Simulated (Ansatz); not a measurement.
# CH₇NOSi: up Jacob's ladder to CCSD(T)

An exercise on one series of results from a longer session: the logs are not shown, and one member is left open.

Computed with Ansatz 0.2.0, Gaussian basis. Level: functionals in def2-TZVPP, the program's frozen cores in correlated methods.

The runs, in order: PBE-D4, r2SCAN-D4, PBE0-D4, B3LYP-D4, ωB97X-V, ωB97M-V, B2PLYP; CCSD(T)/def2-TZVPP; CCSD(T)/def2-QZVPP; extrapolation to the limit.

## The geometry

The geometry comes from an earlier relaxation with PBE0-D4 in a triple-zeta def2 set; it is a stationary point, not always the lowest conformer.

SMILES `CO[SiH2]N`, 11 atoms, charge 0, spin multiplicity 1.

Atoms are counted from 1 here; the program's logs count them from 0.

Bond lengths: C1–O2 1.406 Å, C1–H5 1.096 Å, C1–H6 1.097 Å, C1–H7 1.092 Å, O2–Si3 1.645 Å, Si3–N4 1.706 Å, Si3–H8 1.489 Å, Si3–H9 1.479 Å, N4–H10 1.005 Å, N4–H11 1.006 Å. Angles: O2–C1–H5 111.5°, O2–C1–H6 111.6°, O2–C1–H7 108.5°, H5–C1–H6 108.4°, H5–C1–H7 108.4°, H6–C1–H7 108.3°, C1–O2–Si3 122.7°, O2–Si3–N4 116.5°, O2–Si3–H8 109.1°, O2–Si3–H9 103.1°, N4–Si3–H8 105.0°, N4–Si3–H9 109.9°, H8–Si3–H9 113.6°, Si3–N4–H10 122.3°, Si3–N4–H11 123.2°, H10–N4–H11 112.3°.

The first run:

Contents of in.yaml:

```yaml
crystal:
  periodic: [false, false, false]
  atoms:
    - {symbol: C, position_ang: [0.090928, 1.727876, 0.011210]}
    - {symbol: O, position_ang: [-0.473372, 0.707384, 0.796958]}
    - {symbol: Si, position_ang: [-0.687311, -0.826325, 0.242262]}
    - {symbol: N, position_ang: [0.723422, -1.682180, -0.190156]}
    - {symbol: H, position_ang: [1.139802, 1.517096, -0.227449]}
    - {symbol: H, position_ang: [-0.457819, 1.864701, -0.929195]}
    - {symbol: H, position_ang: [0.045799, 2.662391, 0.573553]}
    - {symbol: H, position_ang: [-1.508738, -0.784462, -0.998383]}
    - {symbol: H, position_ang: [-1.357940, -1.502437, 1.373549]}
    - {symbol: H, position_ang: [1.076060, -1.695774, -1.131208]}
    - {symbol: H, position_ang: [1.409168, -1.988270, 0.478849]}
basis:
  gaussian: {orbitals: def2-TZVPP}
hamiltonian: {xc: pbe, dispersion: d4}
output: {forces: true, orbitals: {seedname: orbitals}}
```

On the command line:

```
$ ansatz run in.yaml --threads 2 --pin off --events-out ev --progress --plain --max-ram 32768MiB --backend cpu
```

Among the steps run: PBE-D4 (GGA); r2SCAN-D4 (meta-GGA); PBE0-D4 (hybrid); B3LYP-D4 (hybrid); ωB97X-V (range-separated); ωB97M-V (range-separated); B2PLYP (double hybrid); CCSD(T) in def2-TZVPP; CCSD(T) in def2-QZVPP.

One table of the session follows, with a row left open; its other results are not shown here.

```
            method  atomisation energy (kJ/mol)
            PBE-D4                       3982.3
         r2SCAN-D4                            ?
           PBE0-D4                       3918.3
          B3LYP-D4                       3954.1
           ωB97X-V                       3963.4
           ωB97M-V                       3961.9
            B2PLYP                       3909.3
     HF/def2-TZVPP                       2843.2
    MP2/def2-TZVPP                       3881.8
   CCSD/def2-TZVPP                       3794.2
CCSD(T)/def2-TZVPP                       3842.6
           MP2/CBS                       3995.4
       CCSD(T)/CBS                       3953.7
```

Estimate the missing values for r2SCAN-D4.

The run gave: atomisation energy (kJ/mol): 3934.1. In the column «atomisation energy (kJ/mol)» it lies between PBE0-D4 (3918.3) and CCSD(T)/CBS (3953.7).
